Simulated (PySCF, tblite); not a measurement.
**CH₆NO₂Si radical, a small gas-phase stand-in for a defect centre (Si site with back bonds O, N, OC): EPR parameters**

Aim: the EPR parameters of `CO[Si](N)O`. It is drawn as: dangling bond.

Programs: tblite 0.8.0 and PySCF 2.14.0. All values are calculated, for the isolated system unless a continuum is named. Atoms count from 0, parts from 1.

## Step 1: The system as given

11 atoms, charge 0, multiplicity 2; geometry: distance geometry start.

## Step 2: Geometry optimisation with GFN2-xTB

The job: settings as JSON, then the geometry in Å.

```
{"job": {"kind": "relax", "xc": "GFN2-xTB", "basis": "xTB"}, "charge": 0, "multiplicity": 2}
Si    -0.722400    -0.728434    -1.306178
O     -0.315621    -2.461062    -1.460671
N     -2.376373    -0.384979    -0.606906
O      0.581473     0.353367    -0.841580
C      1.646349    -0.023431    -0.027901
H      0.386819    -2.833482    -1.993993
H     -2.582017     0.603366    -0.457652
H     -3.140202    -0.964959    -0.925970
H      1.366643    -0.754960     0.647624
H      2.446709    -0.334695    -0.628705
H      1.942932     0.828692     0.497967
```

Method: GFN2-xTB geometry optimisation, gas phase.

Run with:

```bash
> OMP_NUM_THREADS=1 python cluster_run.py task.json out
```

One launch serves the whole session: the jobs run in the order shown.

The program printed:

```text
step      E/eV     max force
  0    -488.99231    2.908
  1    -489.34958    2.001
  2    -489.65633    1.134
  3    -489.76204    0.975
  4    -489.88080    0.859
  5    -489.93464    0.655
  6    -489.96896    0.444
  7    -489.99098    0.417
  8    -490.01067    0.376
  9    -490.01887    0.196
 10    -490.02223    0.199
 11    -490.02435    0.185
 12    -490.02763    0.261
 13    -490.03099    0.256
 14    -490.03368    0.143
 15    -490.03563    0.124
 16    -490.03773    0.132
 17    -490.03983    0.169
 18    -490.04132    0.122
 19    -490.04212    0.069
 20    -490.04270    0.070
 21    -490.04346    0.106
 22    -490.04441    0.117
 23    -490.04527    0.080
 24    -490.04596    0.087
 25    -490.04676    0.093
 26    -490.04797    0.154
 27    -490.04967    0.191
 28    -490.05169    0.168
 29    -490.05376    0.156
 30    -490.05556    0.136
 31    -490.05697    0.122
 32    -490.05817    0.087
 33    -490.05898    0.065
 34    -490.05963    0.073
 35    -490.06039    0.100
 36    -490.06139    0.110
 37    -490.06281    0.121
 38    -490.06491    0.143
 39    -490.06775    0.154
 40    -490.07087    0.175
 41    -490.07261    0.234
 42    -490.07434    0.182
 43    -490.07545    0.100
 44    -490.07645    0.107
 45    -490.07836    0.103
 46    -490.08004    0.066
 47    -490.08096    0.059
 48    -490.08117    0.049
 49    -490.08138    0.040
 50    -490.08169    0.056
 51    -490.08201    0.048
 52    -490.08229    0.048
 53    -490.08256    0.056
 54    -490.08293    0.063
 55    -490.08349    0.079
 56    -490.08426    0.077
 57    -490.08503    0.063
 58    -490.08560    0.062
 59    -490.08604    0.064
 60    -490.08651    0.075
 61    -490.08703    0.049
 62    -490.08734    0.062
 63    -490.08757    0.037
 64    -490.08768    0.041
 65    -490.08788    0.035
 66    -490.08806    0.039
 67    -490.08826    0.038
 68    -490.08840    0.044
 69    -490.08856    0.042
 70    -490.08885    0.044
 71    -490.08940    0.082
 72    -490.08990    0.151
 73    -490.09038    0.107
 74    -490.09091    0.098
 75    -490.09132    0.081
 76    -490.09211    0.113
 77    -490.09335    0.096
 78    -490.09414    0.147
 79    -490.09466    0.072
 80    -490.09511    0.047
 81    -490.09570    0.102
 82    -490.09615    0.076
 83    -490.09662    0.037
 84    -490.09685    0.033
 85    -490.09696    0.039
 86    -490.09704    0.022
 87    -490.09708    0.021
 88    -490.09711    0.020
 89    -490.09716    0.016
 90    -490.09720    0.016
 91    -490.09726    0.017
 92    -490.09734    0.017
 93    -490.09745    0.021
 94    -490.09763    0.029
 95    -490.09791    0.111
 96    -490.09804    0.114
 97    -490.09293    0.411
 98    -490.09826    0.044
 99    -490.09831    0.137
100    -490.09874    0.068
101    -490.09956    0.066
102    -490.08765    0.576
103    -490.10015    0.061
104    -490.10073    0.066
105    -490.08629    0.611
106    -490.10079    0.076
107    -490.10236    0.109
108    -490.09348    0.629
109    -490.10436    0.119
110    -490.10587    0.126
111    -490.10443    0.513
112    -490.10943    0.112
113    -490.11155    0.154
114    -490.10777    0.577
115    -490.11540    0.227
116    -490.11762    0.155
117    -490.11565    0.601
118    -490.12408    0.132
119    -490.12783    0.161
120    -490.13028    0.680
121    -490.13921    0.182
122    -490.14478    0.194
123    -490.14515    0.778
124    -490.15583    0.256
125    -490.16107    0.175
126    -490.15159    0.934
127    -490.16877    0.134
128    -490.17308    0.188
129    -490.16047    0.768
130    -490.17990    0.185
131    -490.18341    0.153
132    -490.16276    1.208
133    -490.18792    0.115
134    -490.19031    0.106
135    -490.19135    0.523
136    -490.19452    0.098
137    -490.19564    0.095
138    -490.19656    0.174
139    -490.19800    0.045
140    -490.19817    0.034
141    -490.19828    0.029
142    -490.19833    0.030
143    -490.19846    0.040
144    -490.19861    0.043
145    -490.19881    0.049
146    -490.19905    0.057
147    -490.19937    0.046
148    -490.19974    0.053
149    -490.20009    0.034
150    -490.20035    0.043
151    -490.20069    0.057
152    -490.20102    0.057
153    -490.20124    0.040
154    -490.20133    0.034
155    -490.20139    0.024
156    -490.20143    0.017
157    -490.20149    0.012
158    -490.20152    0.010
159    -490.20155    0.014
160    -490.20157    0.011
161    -490.20159    0.013
162    -490.20161    0.016
163    -490.20167    0.024
164    -490.20174    0.032
165    -490.20184    0.036
166    -490.20199    0.035
167    -490.20221    0.041
168    -490.20261    0.069
169    -490.20323    0.103
170    -490.20424    0.141
171    -490.20520    0.158
172    -490.20599    0.151
173    -490.20775    0.092
174    -490.20821    0.061
175    -490.20869    0.046
176    -490.20896    0.097
177    -490.20929    0.077
178    -490.20956    0.040
179    -490.20982    0.050
180    -490.21026    0.075
181    -490.21073    0.092
182    -490.21137    0.081
183    -490.21213    0.061
184    -490.21302    0.067
185    -490.21334    0.131
186    -490.21394    0.111
187    -490.21477    0.057
188    -490.21530    0.051
189    -490.21704    0.116
190    -490.21773    0.108
191    -490.21868    0.125
192    -490.21931    0.117
193    -490.21978    0.141
194    -490.22061    0.056
195    -490.22119    0.078
196    -490.22164    0.061
197    -490.22191    0.039
198    -490.22201    0.035
199    -490.22211    0.024
200    -490.22225    0.032
201    -490.22225    0.032
202    -490.22258    0.009
203    -490.22259    0.003
```

It took 2.5 s on 1 thread of Arm Neoverse V1, shared host.

The steps of the relaxation:

| step | energy from step 0 (eV) | largest force (eV/Å) |
| --- | --- | --- |
| 0 | 0.0000 | 2.9078 |
| 8 | -1.0184 | 0.3763 |
| 16 | -1.0454 | 0.1322 |
| 24 | -1.0537 | 0.0870 |
| 32 | -1.0659 | 0.0871 |
| 40 | -1.0786 | 0.1751 |
| 48 | -1.0889 | 0.0491 |
| 56 | -1.0919 | 0.0776 |
| 64 | -1.0954 | 0.0401 |
| 72 | -1.0976 | 0.1505 |
| 80 | -1.1028 | 0.0470 |
| 88 | -1.1048 | 0.0201 |
| 96 | -1.1057 | 0.1143 |
| 104 | -1.1084 | 0.0650 |
| 112 | -1.1171 | 0.1118 |
| 120 | -1.1380 | 0.6804 |
| 128 | -1.1808 | 0.1882 |
| 136 | -1.2022 | 0.0980 |
| 144 | -1.2063 | 0.0434 |
| 152 | -1.2087 | 0.0564 |
| 160 | -1.2093 | 0.0108 |
| 168 | -1.2103 | 0.0691 |
| 176 | -1.2167 | 0.0959 |
| 184 | -1.2207 | 0.0671 |
| 192 | -1.2270 | 0.1170 |
| 200 | -1.2299 | 0.0320 |
| 203 | -1.2303 | 0.0032 |

Distances of close pairs at the start and the end, largest changes first:

| bond | before (Å) | after (Å) | change (Å) |
| --- | --- | --- | --- |
| Si0–O1 | 1.786 | 1.619 | -0.168 |
| Si0–O3 | 1.757 | 1.640 | -0.117 |
| Si0–N2 | 1.828 | 1.746 | -0.083 |
| C4–H8 | 1.034 | 1.094 | +0.059 |
| C4–H10 | 1.044 | 1.094 | +0.050 |
| C4–H9 | 1.048 | 1.091 | +0.043 |
| N2–H6 | 1.020 | 1.008 | -0.012 |
| O3–C4 | 1.392 | 1.388 | -0.004 |

## Step 3: Relaxing the molecule at PBE0-D3(BJ)/def2-SVP

The job: settings as JSON, then the geometry in Å.

```
{"job": {"xc": "PBE0", "basis": "def2-SVP", "d3": "d3bj", "grid": 2, "kind": "geom", "shake": 0.01}, "charge": 0, "multiplicity": 2}
Si    -0.517113    -0.066892    -0.973775
O     -0.683630    -1.377610    -1.889359
N     -1.712660    -0.106726     0.320764
O      1.007131    -0.096364    -0.348216
C      1.513320     0.706115     0.631565
H     -0.268357    -2.177553    -1.578881
H     -1.681208     0.638992     1.008397
H     -2.627914    -0.326668     0.079704
H      0.928185     0.661647     1.583190
H      2.528292     0.363263     0.852945
H      1.546640     1.753297     0.323966
```

The program printed:

```text
step   0  E = -535.78586698  max force = 0.054206
step   1  E = -535.79137393  max force = 0.004448
step   2  E = -535.79155218  max force = 0.001276
step   3  E = -535.79164653  max force = 0.001697
step   4  E = -535.79192504  max force = 0.005201
step   5  E = -535.79216081  max force = 0.006196
step   6  E = -535.79252427  max force = 0.003107
step   7  E = -535.79304470  max force = 0.004112
step   8  E = -535.79332843  max force = 0.004747
step   9  E = -535.79391388  max force = 0.003648
step  10  E = -535.79408367  max force = 0.001707
step  11  E = -535.79418937  max force = 0.002519
step  12  E = -535.79422195  max force = 0.001202
step  13  E = -535.79424812  max force = 0.000437
step  14  E = -535.79426387  max force = 0.000881
step  15  E = -535.79427670  max force = 0.000731
step  16  E = -535.79428434  max force = 0.000384
optimisation converged
```

Wall time 2.8 min (1 thread of Arm Neoverse V1, shared host); peak memory 0.53 GiB.

Along the way:

| step | energy from step 0 (eV) | largest force component (eV/Å) |
| --- | --- | --- |
| 0 | 0.0000 | 2.7874 |
| 1 | -0.1499 | 0.2287 |
| 2 | -0.1547 | 0.0656 |
| 3 | -0.1573 | 0.0873 |
| 4 | -0.1648 | 0.2674 |
| 5 | -0.1713 | 0.3186 |
| 6 | -0.1812 | 0.1598 |
| 7 | -0.1953 | 0.2114 |
| 8 | -0.2030 | 0.2441 |
| 9 | -0.2190 | 0.1876 |
| 10 | -0.2236 | 0.0878 |
| 11 | -0.2265 | 0.1295 |
| 12 | -0.2274 | 0.0618 |
| 13 | -0.2281 | 0.0225 |
| 14 | -0.2285 | 0.0453 |
| 15 | -0.2288 | 0.0376 |
| 16 | -0.2290 | 0.0197 |

Close pairs (by a distance rule), those that changed most:

| bond | before (Å) | after (Å) | change (Å) |
| --- | --- | --- | --- |
| Si0–O1 | 1.607 | 1.665 | +0.058 |
| N2–H7 | 0.972 | 1.017 | +0.045 |
| O3–C4 | 1.364 | 1.400 | +0.037 |
| Si0–N2 | 1.763 | 1.726 | -0.037 |
| Si0–O3 | 1.648 | 1.675 | +0.027 |
| C4–H10 | 1.092 | 1.105 | +0.013 |
| C4–H8 | 1.118 | 1.105 | -0.013 |
| O1–H5 | 0.953 | 0.964 | +0.010 |

The end geometry stands in the next job.

| at the end point | value |
| --- | --- |
| point group (found at 0.08 Å tolerance) | C1 |
| rotational constants (GHz, main isotopes) | 6.236, 3.083, 2.239 |
| dipole moment (D) | 1.17 |
| ⟨S²⟩ | 0.752 |

## Step 4: EPR parameters: B3LYP/IGLO-III+pcH-1

The job: settings as JSON, then the geometry in Å.

```
{"job": {"kind": "epr"}, "charge": 0, "multiplicity": 2}
Si    -0.568862    -0.046114    -0.876987
O     -0.821686    -1.500503    -1.648141
N     -1.722589     0.043423     0.403684
O      1.012048    -0.151934    -0.334748
C      1.559390     0.678620     0.651095
H     -0.011667    -1.918354    -1.960605
H     -2.258859     0.890528     0.547453
H     -2.281997    -0.784532     0.591253
H      0.867506     0.815645     1.501585
H      2.484527     0.217275     1.029988
H      1.818674     1.676175     0.251858
```

Level: UKS B3LYP, IGLO-III on C N O Si, pcH-1 on H, non-relativistic, mean-field spin-orbit, GIAO.

The program printed:

```text
UKS, coarse grid
  cycle   1  E = -536.40144500  |g| = 7.87e-01
  cycle   2  E = -535.89674758  |g| = 1.39e+00
  cycle   3  E = -536.61634727  |g| = 1.08e-01
  cycle   4  E = -536.61879912  |g| = 7.76e-02
  cycle   5  E = -536.62110446  |g| = 1.24e-02
  cycle   6  E = -536.62116305  |g| = 4.97e-03
  cycle   7  E = -536.62117278  |g| = 2.02e-03
  cycle   8  E = -536.62117266  |g| = 6.25e-04
UKS, final grid
  cycle   1  E = -536.62114856  |g| = 9.33e-04
  cycle   2  E = -536.62114800  |g| = 1.59e-03
  cycle   3  E = -536.62114886  |g| = 1.37e-04
  cycle   4  E = -536.62114887  |g| = 2.40e-05
E = -536.62114887 Eh   <S^2> = 0.7516 (exact 0.7500)
g shifts (ppm)      1          2          3
  rmc          -192       -192       -192
  gc             76         85         28
  oz_so       -1232       -623        -61
  total       -1348       -731       -226
hyperfine (MHz)  atom isotope    a_iso     a_fc   dipolar eigenvalues
    0  29Si    -885.78    -886.73   -113.30     55.61     57.69
    1   17O     -34.42     -34.40    -23.76     11.47     12.29
    2   14N      37.18      37.19     -4.83     -4.41      9.24
    3   17O     -52.00     -51.97    -33.35     16.29     17.06
    4   13C      -1.80      -1.80     -1.16     -0.66      1.82
    5    1H      -4.81      -4.84     -7.34     -2.99     10.33
    6    1H      -4.69      -4.69     -8.44     -3.97     12.41
    7    1H      21.09      21.08     -7.04     -1.78      8.83
    8    1H       0.55       0.55     -2.50     -1.41      3.91
    9    1H       2.63       2.63     -1.96     -1.10      3.06
   10    1H       1.99       1.99     -2.81     -1.88      4.70
```

Run time: 50 s. Hardware: 1 thread of Arm Neoverse V1, shared host; peak memory 0.84 GiB.

Principal g values 2.00097, 2.00159, 2.00209; g(iso) = 2.00155, against 2.00232 for a free electron.

Hyperfine couplings, nucleus by nucleus at this fixed geometry (no averaging over rotations):

| nuclei | isotope | a(iso) (MHz) | a(iso) (G, at g = 2.0023) | largest dipolar term (MHz) |
| --- | --- | --- | --- | --- |
| Si0 | 29Si | -885.8 | -316.1 | -113.3 |
| O3 | 17O | -52.0 | -18.6 | -33.3 |
| N2 | 14N | 37.2 | 13.3 | 9.2 |
| O1 | 17O | -34.4 | -12.3 | -23.8 |
| H7 | 1H | 21.1 | 7.5 | 8.8 |
| H5 | 1H | -4.8 | -1.7 | 10.3 |
| H6 | 1H | -4.7 | -1.7 | 12.4 |
| H9 | 1H | 2.6 | 0.9 | 3.1 |
| H10 | 1H | 2.0 | 0.7 | 4.7 |
| C4 | 13C | -1.8 | -0.6 | 1.8 |
| H8 | 1H | 0.6 | 0.2 | 3.9 |

Mulliken spin populations:

| atom | value (e) |
| --- | --- |
| Si0 | 0.83 |
| O1 | 0.04 |
| N2 | 0.04 |
| O3 | 0.05 |
| C4 | 0.00 |
| H5 | 0.01 |
| H6 | 0.01 |
| H7 | 0.02 |
| H8 | 0.00 |
| H9 | 0.00 |
| H10 | 0.01 |

In first order the couplings over 0.8 MHz of 14N, 1H give 96 distinct lines over 39.1 G.

## Step 5: g tensor and hyperfine couplings: BHandHLYP/IGLO-III+pcH-1

Settings changed since step 4:

```diff
@@ -1,2 +1,2 @@
-{"job": {"kind": "epr"}, "charge": 0, "multiplicity": 2}
+{"job": {"kind": "epr", "xc": "BHandHLYP"}, "charge": 0, "multiplicity": 2}
 Si    -0.568862    -0.046114    -0.876987
```

With the program's defaults for keys left out, this is: UKS BHandHLYP, IGLO-III on C N O Si, pcH-1 on H, non-relativistic, mean-field spin-orbit, GIAO.

The program printed:

```text
UKS, coarse grid
  cycle   1  E = -536.30763731  |g| = 6.42e-01
  cycle   2  E = -536.25199995  |g| = 7.76e-01
  cycle   3  E = -536.45913625  |g| = 4.86e-02
  cycle   4  E = -536.46006833  |g| = 2.96e-02
  cycle   5  E = -536.46045046  |g| = 7.17e-03
  cycle   6  E = -536.46049055  |g| = 1.96e-03
  cycle   7  E = -536.46049527  |g| = 1.36e-03
  cycle   8  E = -536.46049624  |g| = 3.70e-04
UKS, final grid
  cycle   1  E = -536.46048231  |g| = 3.65e-04
  cycle   2  E = -536.46048233  |g| = 4.39e-04
  cycle   3  E = -536.46048240  |g| = 6.59e-05
  cycle   4  E = -536.46048241  |g| = 2.77e-05
  cycle   5  E = -536.46048241  |g| = 8.00e-06
E = -536.46048241 Eh   <S^2> = 0.7527 (exact 0.7500)
g shifts (ppm)      1          2          3
  rmc          -195       -195       -195
  gc             76         87         24
  oz_so       -1342       -726        -34
  total       -1461       -834       -204
hyperfine (MHz)  atom isotope    a_iso     a_fc   dipolar eigenvalues
    0  29Si    -923.68    -924.64   -121.88     59.31     62.56
    1   17O     -37.49     -37.47    -23.30     11.23     12.06
    2   14N      36.71      36.72     -4.75     -4.25      8.99
    3   17O     -56.15     -56.13    -32.06     15.64     16.42
    4   13C      -2.26      -2.26     -1.08     -0.60      1.68
    5    1H      -5.98      -6.00     -7.40     -3.00     10.40
    6    1H      -5.49      -5.48     -8.53     -4.04     12.57
    7    1H      20.42      20.41     -7.03     -1.73      8.76
    8    1H       0.45       0.44     -2.46     -1.51      3.97
    9    1H       1.59       1.59     -1.87     -1.15      3.03
   10    1H       0.54       0.54     -2.83     -1.94      4.77
```

Wall time 59 s (1 thread of Arm Neoverse V1, shared host); peak memory 0.92 GiB.

In short: g(iso) 2.00149.

## Step 6: Side by side: EPR parameters

g, ⟨S²⟩ and isotropic hyperfine couplings (MHz), with basis size and wall time:

| run | g(iso) | ⟨S²⟩ | 29Si Si0 | 17O O3 | 14N N2 | 17O O1 | 1H H7 | functions | time |
| --- | --- | --- | --- | --- | --- | --- | --- | --- | --- |
| B3LYP/IGLO-III+pcH-1 | 2.00155 | 0.752 | -885.8 | -52.0 | 37.2 | -34.4 | 21.1 | 244 | 50 s |
| BHandHLYP/IGLO-III+pcH-1 | 2.00149 | 0.753 | -923.7 | -56.2 | 36.7 | -37.5 | 20.4 | 244 | 59 s |

## Step 7: Summary of results

| quantity | value |
| --- | --- |
| point group | C1 |
| rotational constants (main isotopes) | 6.24, 3.08, 2.24 GHz |
| g(iso) (B3LYP) | 2.00155 |
| ⟨S²⟩ | 0.752 (exact 0.75) |
| largest a(iso) | 29Si on Si0, -885.8 MHz |

The start of the PBE0/def2-SVP relaxation was shaken at random by about 0.01 Å, so part of the energy gained, and of the first lengths quoted, undoes that. Over 16 steps the energy fell by 0.229 eV; of the close pairs, Si0–O1 changed most, 1.607 to 1.665 Å (PBE0/def2-SVP). Si0 carries the largest spin population, 0.83 e. The isotropic g lies 0.8 ppt below the free-electron value. The coupling of 29Si on Si0 runs from -923.7 (BHandHLYP/IGLO-III+pcH-1) to -885.8 MHz (B3LYP/IGLO-III+pcH-1). A capped cluster stands for the solid here, so long-range fields and strain are missing, and bands or shifts of the capping hydrogens have no counterpart in it.
